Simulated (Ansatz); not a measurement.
Geometry optimisation, Ansatz 0.2.0, DFT PBE, scalar-relativistic, plane waves, PAW.

Input file:

```yaml
crystal:
  lattice:
    - [-4.1865, -4.1865, 0.0]
    - [4.1865, -4.1865, 0.0]
    - [0.0, 0.0, 5.3368]
  atoms:
    - { symbol: Si, position: [0.5, 0.5, 0.0] }
    - { symbol: Si, position: [0.0, 0.5, 0.25] }
    - { symbol: O, position: [0.1941, 0.5, 0.0] }
    - { symbol: O, position: [0.0, 0.1941, 0.25] }
    - { symbol: O, position: [0.8059, 0.5, 0.0] }
    - { symbol: O, position: [0.0, 0.8059, 0.25] }
    - { symbol: Si, position: [0.5, 0.5, 0.5] }
    - { symbol: Si, position: [0.0, 0.5, 0.75] }
    - { symbol: O, position: [0.1941, 0.5, 0.5] }
    - { symbol: O, position: [0.0, 0.1941, 0.75] }
    - { symbol: O, position: [0.8059, 0.5, 0.5] }
    - { symbol: O, position: [0.0, 0.8059, 0.75] }
    - { symbol: Si, position: [0.0, 0.0, 0.0] }
    - { symbol: Si, position: [0.5, 0.0, 0.25] }
    - { symbol: O, position: [0.6941, 0.0, 0.0] }
    - { symbol: O, position: [0.5, 0.6941, 0.25] }
    - { symbol: O, position: [0.3059, 0.0, 0.0] }
    - { symbol: O, position: [0.5, 0.3059, 0.25] }
    - { symbol: Si, position: [0.0, 0.0, 0.5] }
    - { symbol: Si, position: [0.5, 0.0, 0.75] }
    - { symbol: O, position: [0.6941, 0.0, 0.5] }
    - { symbol: O, position: [0.5, 0.6941, 0.75] }
    - { symbol: O, position: [0.3059, 0.0, 0.5] }
    - { symbol: O, position: [0.5, 0.3059, 0.75] }
    - { symbol: Au, position: [0.7527382, 0.2486851, 0.1289385], spin: 1.0 }
magnetization:
  spin_polarized: true
basis:
  ecutwfc: 420.0
kpoints:
  mp_grid: { grid: [2, 2, 2] }
hamiltonian:
  xc: pbe
  pseudopotentials: { kind: paw, azcp: { folder: soft_1 } }
scf:
  occupations: { method: fermi_dirac, width: 0.05 }
  lower_state_search: "off"
relax:
  f_tol: 0.03
  max_steps: 60
  adjacent_minimum: "off"
output:
  write_density: true
  write_potential: true
  elf: true
  volumetric_format: npy
```

Launched with:

```bash
$ ansatz run input.yaml --threads 2 --pin off --max-ram 5120MiB --backend cpu --events-out ev --progress --plain --runs-dir out
```

Question: Where does it end, and by what steps?

Answer: It converged. Limits of this set-up: coarse k mesh, a small cell, in which the defect meets its images. After 6 steps the energy has fallen by 19.761 eV; O4 moved furthest, 0.45 Å. The start is strongly strained (largest force component 22 eV/Å).

| step | energy less start (eV) | largest force component (eV/Å) | accepted |
| --- | --- | --- | --- |
| 0 | 0.0000 | 21.603 | yes |
| 1 | -14.0620 | 7.952 | yes |
| 2 | -18.2355 | 3.985 | yes |
| 3 | -19.5039 | 1.609 | yes |
| 4 | -19.7232 | 0.317 | yes |
| 5 | -19.7593 | 0.076 | yes |
| 6 | -19.7606 | 0.010 | yes |

```xyz
25
Lattice="-4.1865 -4.1865 0.0000 4.1865 -4.1865 0.0000 0.0000 0.0000 5.3368" Properties=species:S:1:pos:R:3
Si 0.122 -4.024 -0.021
Si 2.255 -2.216 1.357
O 1.367 -2.881 0.001
O 0.506 -1.097 1.493
O -0.998 -5.773 -0.156
O 3.399 -3.462 1.335
Si 0.059 -4.091 2.705
Si 2.189 -2.153 3.968
O 1.450 -2.959 2.677
O 0.773 -0.945 3.957
O -1.149 -5.506 2.716
O 3.320 -3.545 3.996
Si -0.123 -0.163 -0.021
Si -2.257 -1.971 1.357
O -3.190 -2.600 -0.157
O 0.786 -4.912 1.335
O -1.369 -1.307 0.001
O -0.507 -3.091 1.492
Si -0.060 -0.096 2.705
Si -2.190 -2.034 3.968
O -3.039 -2.868 2.716
O 0.865 -4.829 3.996
O -1.452 -1.228 2.677
O -0.775 -3.242 3.957
Au -2.094 -4.186 0.668
```

Run time: 73 s on 2 threads of Arm Neoverse V1 (shared host), peak memory 0.65 GiB.
